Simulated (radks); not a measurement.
# Ionisation of Cs⁺: one atom, several choices of relativity

The task here is to estimate one member of a computed series from the others.

Method: Kohn-Sham, BLYP, spin-unpolarised, spherical densities. Code: radks (a radial shooting solver on a logarithmic mesh, Libxc functionals) version 1.

**What is computed**

| Item | Value |
| --- | --- |
| element | caesium (Z = 55) |
| charge | +1 |
| electrons | 54 |
| configuration | [Xe] |
| ion | Cs²⁺, [Kr] 4d10 5s2 5p5 |
| choices | non-relativistic; scalar-relativistic; Dirac, 2j+1 shares; Dirac, low j first; scalar-relativistic, finite nucleus; Dirac, 2j+1 shares, finite nucleus; Dirac, c × 0.85; Dirac, c × 2; Dirac, c × 100 |

The first run:

Settings of this run:

```text
Z 55
configuration [Xe] 6s0 4f0
relativity non-relativistic
functional b88,lyp
spin unpolarised
nucleus point
```

Steps of the session up to this table: non-relativistic: Cs⁺.

One table of the session follows, with a row left open; its other results are not shown here.

It belongs to the step «non-relativistic: Cs⁺». Sizes of the orbitals, from the radial functions (bohr):

```
level     <r>  outermost maximum (interpolated)  90 % within  nodes
   3s       ?                                 ?            ?      ?
   3p  0.3034                             0.273        0.454      1
   3d  0.2740                             0.221        0.429      0
   4s  0.7247                             0.670         1.04      3
   4p  0.7522                             0.685         1.10      2
   4d  0.8318                             0.718         1.26      1
   5s   1.810                              1.61         2.62      4
   5p   2.095                              1.80         3.09      3
```

**Question.** Estimate the row for 3s.

The run gave: <r>: 0.3133; outermost maximum (interpolated): 0.286; 90 % within: 0.459; nodes: 2. In the column «<r>» it lies between 3p (0.3034) and 4s (0.7247).

Caveats from the session: Spin polarisation and multiplet splitting of open shells are left out at every level.
